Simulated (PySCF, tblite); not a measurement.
# C₇H₁₁FO₂: geometry, infrared bands and NMR shifts

What infrared bands and NMR shifts should C₇H₁₁FO₂ (`CO[C@@H]1CCC[C@@H]1C(=O)F`) show?

The runs use tblite 0.8.0 and PySCF 2.14.0, with density-fitted response routines of our own; the level of theory stands in each step. All values are computed, except where a source is named. Atoms are numbered from 0 throughout.

## 1. Starting geometry

21 atoms, charge 0, multiplicity 1; geometry from: force field or distance geometry start.

Bonds of the start (Å): C0–O1 1.44, O1–C2 1.42, C2–C3 1.52, C3–C4 1.53, C4–C5 1.54, C5–C6 1.53, C6–C7 1.50, C7–O8 1.23, C7–F9 1.33, C6–C2 1.54, C0–H10 1.09, C0–H11 1.09, C0–H12 1.08, C2–H13 1.09, C3–H14 1.10, C3–H15 1.11, C4–H16 1.10, C4–H17 1.09, C5–H18 1.09, C5–H19 1.08, C6–H20 1.11.

## 2. Relaxing the molecule with GFN2-xTB

Job settings and geometry (Å):

```
{"job": {"kind": "relax", "xc": "GFN2-xTB", "basis": "xTB"}, "charge": 0, "multiplicity": 1}
C      2.597800     0.190400     0.287600
O      1.325500     0.050500    -0.367200
C      0.247000     0.514300     0.436600
C     -0.247600    -0.579700     1.361800
C     -1.022200    -1.540200     0.464500
C     -1.501600    -0.694700    -0.729900
C     -0.987900     0.724200    -0.455900
C     -0.663400     1.506700    -1.690900
O     -1.258100     1.400700    -2.759200
F      0.250100     2.470100    -1.602400
H      2.617800    -0.373000     1.222400
H      2.792900     1.247400     0.481300
H      3.357800    -0.195300    -0.368300
H      0.515000     1.437300     0.959600
H      0.556400    -1.105900     1.888800
H     -0.927300    -0.168400     2.136600
H     -0.365500    -2.338800     0.103200
H     -1.858200    -2.012000     0.987000
H     -1.098000    -1.097900    -1.657900
H     -2.583700    -0.706400    -0.804700
H     -1.755600     1.287700     0.106700
```

On the command line:

```sh
OMP_NUM_THREADS=1 python probes_run.py task.json out
```

This one command runs all jobs of the session in turn.

**Question.** This job is followed by: GFN2-xTB harmonic vibrations, gas phase; GIAO PBE0/pcSseg-1 NMR shielding, non-relativistic, gas phase. Predict these results of the whole session: strongest single infrared mode (GFN2-xTB); zero-point energy (GFN2-xTB); ¹³C shifts against TMS (PBE0/pcSseg-1); ¹H shifts against TMS (PBE0/pcSseg-1, means over atoms taken as alike); ¹⁷O shifts against H2O (PBE0/pcSseg-1); ¹⁹F shifts against CFCl3 (PBE0/pcSseg-1).

As calculated:

| quantity | value |
| --- | --- |
| strongest single infrared mode (GFN2-xTB) | 1880 cm⁻¹, 410 km/mol |
| zero-point energy (GFN2-xTB) | 107.3 kcal/mol |
| ¹³C shifts against TMS (PBE0/pcSseg-1) | 172.2, 88.4, 59.4, 52.2, 33.9, 29.8, 27.6 ppm |
| ¹H shifts against TMS (PBE0/pcSseg-1, means over atoms taken as alike) | 4.02, 3.50, 3.21, 2.55, 2.15, 1.95, 1.64, 1.52, 1.09 ppm |
| ¹⁷O shifts against H2O (PBE0/pcSseg-1) | 444.2, 43.4 ppm |
| ¹⁹F shifts against CFCl3 (PBE0/pcSseg-1) | 49.2 ppm |

Over 131 steps the energy fell by 0.284 eV; of the close pairs, C7–O8 changed most, 1.227 to 1.177 Å. No mode is imaginary among the 57: a minimum at this level. The strongest single mode, at 1880 cm⁻¹, moves mainly C7 and O8. GFN2-xTB is a fitted tight-binding method: band positions and strengths are rough. Its intensities can rank the bands wrongly. H13 (hydrogen on an sp3 CH bonded to O) lies farthest downfield among hydrogen, at 4.02 ppm; its carbon carries O, hence the downfield position. At PBE0/pcSseg-1: Shielding is most anisotropic at O8 (span 657 ppm, paramagnetic term -509 ppm).
